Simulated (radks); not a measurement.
**Pm²⁺ inside a hard spherical wall**

An exercise on one series of results from a longer session: the logs are not shown, and one member is left open.

Program: radks (a radial shooting solver on a logarithmic mesh, Libxc functionals) version 1. Level of theory: scalar-relativistic Kohn-Sham, PBEsol, spin-polarised, spherical densities, finite nucleus; open shells are filled with parallel spins first. These are calculated values, not measurements, unless marked.

**What is computed**

| Property | Result |
| --- | --- |
| element | promethium (Z = 61) |
| charge | +2 |
| electrons | 59 |
| configuration | [Xe] 4f5 |
| nuclear rms radius | 4.962 fm |

Outer shells as boxes (Hund's rule):

Pm²⁺
```
[Xe] core
4f [↑ ][↑ ][↑ ][↑ ][↑ ][  ][  ]
```

The first run:

Input:

```text
Z 61
configuration [Xe] 4f5 6s0 5d0 6p0
relativity scalar-relativistic
functional pbe_sol,pbe_sol
spin polarised
nucleus finite rms 4.962 fm
c 137.035999084
```

Among the steps run: The free atom; Wall at 20 bohr; Wall at 10 bohr; Wall at 8 bohr; Wall at 4 bohr; Wall at 3 bohr; Wall at 1.5 bohr.

One of the session's tables, all rows but one given; the rest of the session is left out.

```
R (bohr)  E − E(free) (eV)  ε(4f) (eV)  ε(5d, empty) (eV)  ε(6s, empty) (eV)  ε(6p, empty) (eV)
    free             0.000     -16.318            -13.847            -13.585             -9.694
      20                 ?           ?                  ?                  ?                  ?
      10             0.000     -16.318            -13.847            -13.582             -9.663
       8             0.000     -16.317            -13.839            -13.527             -9.420
       4             1.803     -14.885            -10.833             -3.502              6.470
       3            20.879      -8.229             -0.009             25.877             43.058
     1.5            1154.8      93.221             211.04             496.93             544.92
```

**Question.** Estimate the row for R (bohr) = 20.

**Answer.** E − E(free) (eV): -0.000; ε(4f) (eV): -16.318; ε(5d, empty) (eV): -13.847; ε(6s, empty) (eV): -13.585; ε(6p, empty) (eV): -9.694.

Shells are not refilled when levels cross, and a hard wall is a model, not a crystal.
